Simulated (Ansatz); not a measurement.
# WSe2: the cost of one run

Method: DFT LDA, scalar-relativistic, plane waves, PAW, in Ansatz 0.2.0.

## Step 1: The starting structure

It takes space group P6_3/mmc (No. 194, hexagonal). The conventional cell has a = 3.290 Å, b = 3.290 Å, c = 12.970 Å, α = 90.00°, β = 90.00°, γ = 120.00°. W (site symmetry -6m2) is surrounded by 6 Se at 2.53 Å. Around Se (site symmetry 3m) lie 3 W at 2.53 Å.

Coordinates:

```
W Se
1.0
     3.29000    0.00000    0.00000
    -1.64500    2.84922    0.00000
     0.00000    0.00000   12.97000
W Se
2 4
Direct
  0.33333 0.66667 0.25000
  0.66667 0.33333 0.75000
  0.33333 0.66667 0.62100
  0.66667 0.33333 0.12100
  0.33333 0.66667 0.87900
  0.66667 0.33333 0.37900
```

The structure rests on an entry of the Crystallography Open Database; cell or positions may have been set otherwise for this series.

## Step 2: Relaxing cell and atoms: WSe2, no spin

input.yaml

```yaml
crystal:
  lattice:
    - [3.2899984505, 0.0, 0.0]
    - [-1.6449992252, 2.8492222365, 0.0]
    - [0.0, 0.0, 12.97]
  atoms:
    - { symbol: W, position: [0.3333333333, 0.6666666667, 0.25] }
    - { symbol: W, position: [0.6666666667, 0.3333333333, 0.75] }
    - { symbol: Se, position: [0.3333333333, 0.6666666667, 0.621] }
    - { symbol: Se, position: [0.6666666667, 0.3333333333, 0.121] }
    - { symbol: Se, position: [0.3333333333, 0.6666666667, 0.879] }
    - { symbol: Se, position: [0.6666666667, 0.3333333333, 0.379] }
scf:
  occupations: { method: fixed }
output:
  forces: true
  stress: true
  eigenvalues: true
  write_density: true
  write_potential: true
  elf: true
  volumetric_format: npy
hamiltonian:
  xc: lda
relax:
  f_tol: 0.001
  max_steps: 60
  cell: { stress_tol: 0.03 }
kpoints:
  mp_grid: { grid: [12, 12, 3] }
```

Started as:

```sh
ansatz run input.yaml --threads 16 --pin off --max-ram 24576MiB --backend cpu --events-out ev --progress --plain --runs-dir out
```

**Question.** How long does this run take on 16 threads of Arm Neoverse N1, shared host, and how much memory does it need?

About 19 s, with a peak of 0.99 GiB.
